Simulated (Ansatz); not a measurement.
# CH4BFS: the cost of one run

Program: Ansatz 0.2.0. Level of theory: RKS B3LYP-D4/def2-SVP. These are calculated values, not measurements.

**1. The starting structure**

Bond lengths: C1–S2 1.779 Å, S2–B3 1.882 Å, B3–F4 1.533 Å, C1–H5 1.096 Å, C1–H6 1.180 Å, C1–H7 1.107 Å, B3–H8 1.120 Å. Angles: C1–S2–B3 92.1°, S2–C1–H5 115.2°, S2–C1–H6 108.8°, S2–C1–H7 111.5°, H5–C1–H6 106.9°, H5–C1–H7 109.5°, H6–C1–H7 104.3°, S2–B3–F4 117.6°, S2–B3–H8 122.1°, F4–B3–H8 120.2°.

Structure file:

```xyz
8

C    -0.3848    0.9854   -0.4201
S     0.2015    0.5016    1.1882
B     0.4548   -1.2799    0.6377
F     1.8295   -1.6613    0.0771
H     0.3410    0.8757   -1.2337
H    -0.6914    2.1240   -0.3861
H    -1.3212    0.4583   -0.6861
H    -0.3372   -2.0610    0.7671
```

**2. Relaxing the start**

The input, input.yaml:

```yaml
crystal:
  periodic: [false, false, false]
  atoms:
    - { symbol: C, position_ang: [-0.3848, 0.9854, -0.4201] }
    - { symbol: S, position_ang: [0.2015, 0.5016, 1.1882] }
    - { symbol: B, position_ang: [0.4548, -1.2799, 0.6377] }
    - { symbol: F, position_ang: [1.8295, -1.6613, 0.0771] }
    - { symbol: H, position_ang: [0.341, 0.8757, -1.2337] }
    - { symbol: H, position_ang: [-0.6914, 2.124, -0.3861] }
    - { symbol: H, position_ang: [-1.3212, 0.4583, -0.6861] }
    - { symbol: H, position_ang: [-0.3372, -2.061, 0.7671] }
basis:
  gaussian: { orbitals: def2-SVP }
hamiltonian:
  xc: b3lyp
  dispersion: d4
relax:
  f_tol: 0.02
  max_steps: 40
scf:
  lower_state_search: "off"
```

Launch:

```
$ ansatz run input.yaml --threads 1 --pin off --max-ram 2048MiB --backend cpu --events-out ev --progress --plain --runs-dir out
```

Q: Estimate wall time and peak memory on 1 thread of Arm Neoverse V1, shared host.

About 37 s, with a peak of 0.13 GiB.
